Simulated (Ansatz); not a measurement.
# SrAl2O2: one candidate of a structure search

Aim: relax a trial structure of SrAl2O2 and see where it ends.

Computed with Ansatz 0.2.0 (DFT PBE, scalar-relativistic, plane waves, PAW, unless a step's input says otherwise).

### 1 The structure to begin with

The structure is tetragonal, space group P4/mmm (No. 123). The conventional cell has a = 4.009 Å, b = 4.009 Å, c = 5.438 Å, α = 90.00°, β = 90.00°, γ = 90.00°. Sr (site symmetry 4/mmm) is surrounded by 8 Al at 3.12 Å and 8 O at 3.38 Å. Al (site symmetry 4mm) has 4 O at 2.45 Å and 1 Al at 2.61 Å as nearest neighbours. Around O (site symmetry mmm) lie 4 Al at 2.45 Å and 4 Sr at 3.38 Å.

As a file:

```xyz
5
Lattice="4.0087 0.0000 0.0000 0.0000 4.0087 0.0000 0.0000 0.0000 5.4376" Properties=species:S:1:pos:R:3 pbc="T T T"
Sr    0.0000    0.0000    0.0000
Al    2.0043    2.0043    1.3050
Al    2.0043    2.0043    4.1326
O     0.0000    2.0043    2.7188
O     2.0043    0.0000    2.7188
```

The cell is invented: species swapped into a database cell of CeMg2Si2 (P4/mmm, No. 123), with Sr on the Ce sites, O on the Mg sites and Al on the Si sites. The dimensions are guesses.

### 2 The guess as it stands, on a coarse mesh

The input, input.yaml:

```yaml
crystal:
  lattice:
    - [4.00865244, 0.0, 0.0]
    - [0.0, 4.00865244, 0.0]
    - [0.0, 0.0, 5.437619]
  atoms:
    - { symbol: Sr, position: [0.0, 0.0, 0.0] }
    - { symbol: Al, position: [0.5, 0.5, 0.23999999] }
    - { symbol: Al, position: [0.5, 0.5, 0.76000001] }
    - { symbol: O, position: [0.0, 0.5, 0.5] }
    - { symbol: O, position: [0.5, 0.0, 0.5] }
basis:
  ecutwfc: 420
kpoints:
  mp_grid: { grid: [4, 4, 4] }
hamiltonian:
  xc: pbe
scf:
  occupations: { method: gaussian, width: 0.1 }
  lower_state_search: "off"
output:
  forces: true
  stress: true
  eigenvalues: true
```

The run is started by

```console
> ansatz run input.yaml --threads 1 --pin off --max-ram 2560MiB --backend cpu --events-out ev --progress --plain --runs-dir out
```

The session goes on with these runs: spin check on a coarse mesh; rough relaxation on the coarse mesh; full relaxation.

Q: Predict the outcome of this session. Wanted: conventional cell; volume; energy over the elements; gap on the mesh.

**Answer**, as computed:

| quantity | value |
| --- | --- |
| symmetry at the end (tolerance 0.05 Å) | space group P4/mmm (No. 123) |
| conventional cell | a = 4.085 Å, b = 4.085 Å, c = 4.695 Å, α = 90.00°, β = 90.00°, γ = 90.00° |
| volume | 15.67 Å³/atom |
| energy over the elements (uncorrected; H, N, O, F and Cl as molecules) | -0.77 eV/atom |
| gap on the mesh | none (metal) |

In words: The space group P4/mmm (No. 123) is kept, and the volume per atom shrinks by 10.3 % from the first guess. A negative formation energy is needed for stability but isn't enough; other structures and compounds were not set against it here. No finished test with a distortion of lower symmetry is shown, so the end may be a saddle point. A spin-polarised run here lost its starting moments, which speaks against magnetism, though one start doesn't rule it out. Other magnetic orders were not searched.
